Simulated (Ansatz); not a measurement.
**EuCl3 (BiF3 type): response to moved atoms and strain**

Aim: move atoms of EuCl3 (BiF3 type) or strain its cell, and read the forces, the stress and the rise in energy. The cell was built by placing the elements on the sites of a structure type; the runs don't test whether it is the stable form.

Method: DFT PBEsol, scalar-relativistic, plane waves, PAW, in Ansatz 0.2.0.

## Step 1: The starting structure

Symmetry: Fm-3m, No. 225, cubic system. Conventional cell: a = 6.963 Å, b = 6.963 Å, c = 6.963 Å, α = 90.00°, β = 90.00°, γ = 90.00°. Eu (site symmetry m-3m) has 8 Cl at 3.01 Å as nearest neighbours. Cl (site symmetry m-3m) is surrounded by 8 Cl at 3.01 Å. Around Cl (site symmetry -43m) lie 4 Eu at 3.01 Å and 4 Cl at 3.01 Å.

As a file:

```xyz
4
Lattice="0.0000 3.4813 3.4813 3.4813 0.0000 3.4813 3.4813 3.4813 0.0000" Properties=species:S:1:pos:R:3 pbc="T T T"
Eu    0.0000    0.0000    0.0000
Cl    3.4813    3.4813    3.4813
Cl    1.7407    1.7407    1.7407
Cl    5.2220    5.2220    5.2220
```

This cell comes from an earlier session at PBEsol: 21.097 Å³/atom at 0.00 GPa, on a 8×8×8 mesh.

The changes: atom 4 (Cl) moved 0.08 Å along z; strain e4 = +0.02, atoms carried along.

## Step 2: Atom 4 (Cl) moved 0.08 Å along z

input.yaml

```yaml
crystal:
  lattice:
    - [0.0, 3.4813436625, 3.4813436625]
    - [3.4813436625, 0.0, 3.4813436625]
    - [3.4813436625, 3.4813436625, 0.0]
  atoms:
    - { symbol: Eu, position: [0.0, 0.0, 0.0], spin: 7.12 }
    - { symbol: Cl, position: [0.5, 0.5, 0.5] }
    - { symbol: Cl, position: [0.25, 0.25, 0.25] }
    - { symbol: Cl, position: [0.7614898165, 0.7614898165, 0.7385101835] }
basis:
  ecutwfc: 420
  ecutrho_ratio: 4
kpoints:
  mp_grid: { grid: [8, 8, 8] }
hamiltonian:
  xc: pbesol
scf:
  occupations: { method: gaussian, width: 0.05 }
  lower_state_search: "off"
output:
  forces: true
  stress: true
  eigenvalues: true
  populations: true
magnetization:
  spin_polarized: true
checkpoint:
  read: start.run
  write: ck
  compress: false
  write_wavefunctions: false
  write_every: 100000
```

start.run holds the converged state of the cell before the atoms were moved.

Further steps of the session: Strain e4 = +0.02, atoms carried along.

Q: Predict the outcome of this session. Wanted: for each run, change; change of free energy; largest force; largest change of stress.

The runs gave:

| change | change of free energy (meV/atom) | largest force (eV/Å) | largest change of stress (GPa) |
| --- | --- | --- | --- |
| atom 4 (Cl) moved 0.08 Å along z | 2.85 | 0.285 | 0.31 |
| strain e4 = +0.02, atoms carried along | 0.61 | 0.041 | 0.47 |

Moving atom 4 by 0.08 Å meets a restoring force of 0.285 eV/Å along the move, a force constant of about 3.6 eV/Å². The strain e4 = +0.02 changes that stress component by -0.47 GPa (compression positive), a ratio of 23 GPa; that is a secant over a finite strain with the atoms carried along, not the elastic constant. No change lowers the energy by more than 0.5 meV/atom; other distortions weren't tried. No U or exact exchange acts on the open f shell of Eu, so the metal found here may be the functional's error. Spin–orbit coupling is left out, though the cell holds Eu; it splits the 4f levels.
